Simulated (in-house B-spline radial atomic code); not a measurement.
**Excited states and polarisability of B⁺ by several methods**

One table from this session's results is given with a row withheld; the runs are named, their logs left out.

The numbers are computed with in-house B-spline radial atomic code version 1 (linear response of a closed shell, each method with its own adiabatic kernel; non-relativistic; B-spline basis; no spin-orbit coupling, no double excitations; only terms of natural parity, (−1)^L, with L up to 3 are computed), except any that are marked as measured or tabulated.

### What is computed

| Quantity | Value |
| --- | --- |
| element | boron (Z = 5) |
| charge | +1 |
| configuration | [He] 2s2 |
| runs | TDHF; BSE on G0W0@HF; LDA (VWN5); PBE; PBE0; B3LYP; CAM-B3LYP; LC-ωPBE; ωB97X; HSE06; BHandHLYP; BLYP; PBEsol; BP86; exchange-only LDA; B97-1; RPBE; OLYP |

Outer shells as boxes (Hund's rule):

B⁺
```
[He] core
2s [↑↓]
```

Set-up of the first run:

The run's settings:

```ini
Z = 5
electrons = 4.0
configuration = [He] 2s2
hamiltonian = nr
method = hf
box_radius = 41.61
intervals = 50
```

On the command line:

```console
$ python run_td.py task.json out
```

The settings of every run stand in task.json; they run in order.

Among the steps run: TDHF.

One table of the session follows, with a row left open; its other results are not shown here.

It belongs to the step «TDHF». 

```
   state  full (eV)  Tamm-Dancoff (eV)
2s→2p ³P      1.306              3.208
2s→2p ¹P      8.335              8.798
2s→3s ³S     14.762             14.795
2s→3s ¹S     15.821             15.838
2s→3p ³P     16.557             16.571
2s→3p ¹P     16.965             16.988
2s→3d ³D     17.428             17.433
2s→3d ¹D     17.788             17.792
2s→4s ³S     19.297             19.304
2s→4s ¹S     19.604             19.610
2s→4p ³P     19.925             19.928
2s→4p ¹P     20.056             20.062
2s→4d ³D          ?                  ?
2s→4f ³F     20.370             20.370
```

**Question.** Estimate the row for 2s→4d ³D.

The run gave: full (eV): 20.241; Tamm-Dancoff (eV): 20.243. In the column «full (eV)» it lies between 2s→4p ¹P (20.056) and 2s→4f ³F (20.370).
